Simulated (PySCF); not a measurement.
# C5H4F2: the cost of one run

The runs use PySCF 2.14.0, with density-fitted response routines of our own; the level of theory stands in each step. All values are computed, except where a source is named. Atoms count from 0, in the outputs and in this text.

## (1) The molecule as given

11 atoms, charge 0, multiplicity 1; geometry from: GFN2-xTB. The atoms were then displaced at random by about 0.01 Å, so the start is not that level's minimum.

Bonds of the start (Å): C0–C1 1.30, C1–C2 1.45, C2–C3 1.35, C3–C4 1.44, C4–F5 1.36, C4–F6 1.35, C3–C1 1.50, C0–H7 1.04, C0–H8 1.11, C2–H9 1.06, C4–H10 1.12.

## (2) Geometry optimisation at PBE0-D3(BJ)/def2-SVP

What the job is given:

```
{"job": {"xc": "PBE0", "basis": "def2-SVP", "d3": "d3bj", "grid": 1, "shake": 0.01, "kind": "geom"}, "charge": 0, "multiplicity": 1}
C     -2.101000    -0.426690     0.288790
C     -1.003570     0.204270     0.009950
C     -0.226420     1.349460    -0.413800
C      0.488330     0.247050    -0.098610
C      1.739450    -0.457620     0.044390
F      2.779700     0.344310    -0.314600
F      1.813250    -1.555810    -0.734580
H     -2.125110    -1.420030     0.607280
H     -3.068440     0.107530     0.200990
H     -0.167370     2.363810    -0.709970
H      1.909300    -0.782120     1.104500
```

Launch:

```
OMP_NUM_THREADS=1 python probes_run.py task.json out
```

The driver reads the jobs from task.json and runs them one after another.

Q: Estimate the wall time and peak memory of this first job on 1 thread of Arm Neoverse V2, shared host.

About 40 s, with a peak of 0.5 GiB.
